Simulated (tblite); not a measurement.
# C12H21AlS: the cost of one run

Computed with tblite 0.8.0 and PySCF 2.14.0; each step states its level. No surroundings beyond the atoms listed, unless a continuum is named. Atoms count from 0, parts from 1.

### 1 Starting point

35 atoms, charge 0, multiplicity 1; geometry: distance geometry start.

### 2 Geometry optimisation with GFN2-xTB

What the job is given:

```
{"job": {"kind": "relax", "xc": "GFN2-xTB", "basis": "xTB"}, "charge": 0, "multiplicity": 1}
C      0.359818     1.598021    -0.765868
S      2.048732     1.936358    -0.910187
Al     3.760272     0.766255     0.077485
C      4.123989     1.250159     1.927138
C      3.811678    -1.121448    -0.381294
C      0.064539     1.019360     0.579691
C     -1.386964     0.688676     0.704822
C     -1.795312    -0.247216    -0.356701
C     -1.532923     0.326655    -1.685475
C     -0.080535     0.644991    -1.798694
C     -2.283376     1.582836    -1.814761
C     -1.885869     2.544253    -0.769948
C     -2.155409     1.931366     0.553295
C     -0.453154     2.828094    -0.890849
H      4.300247     2.255732     1.997013
H      4.966892     0.718841     2.245462
H      3.328249     0.971993     2.509123
H      4.730392    -1.494209    -0.011976
H      3.033202    -1.603759     0.083816
H      3.773344    -1.217623    -1.392884
H      0.340831     1.697556     1.297841
H      0.592622     0.120725     0.673508
H     -1.585526     0.259016     1.639239
H     -2.803675    -0.443544    -0.271410
H     -1.226705    -1.127192    -0.268130
H     -1.791872    -0.325910    -2.438797
H      0.463199    -0.234930    -1.705669
H      0.102811     1.058468    -2.733668
H     -3.289017     1.382160    -1.721794
H     -2.099116     1.997626    -2.742747
H     -2.448131     3.428496    -0.872191
H     -3.153413     1.746804     0.630789
H     -1.854622     2.618498     1.308613
H     -0.195983     3.498757    -0.128695
H     -0.273693     3.236251    -1.830421
```

Level: GFN2-xTB geometry optimisation, gas phase.

Run with:

```bash
$ OMP_NUM_THREADS=1 python cluster_run.py task.json out
```

The driver reads the jobs from task.json and runs them one after another.

**Question.** How long does this first job take on 1 thread of Intel Xeon Platinum 8488C, shared host?

About 8.5 s.
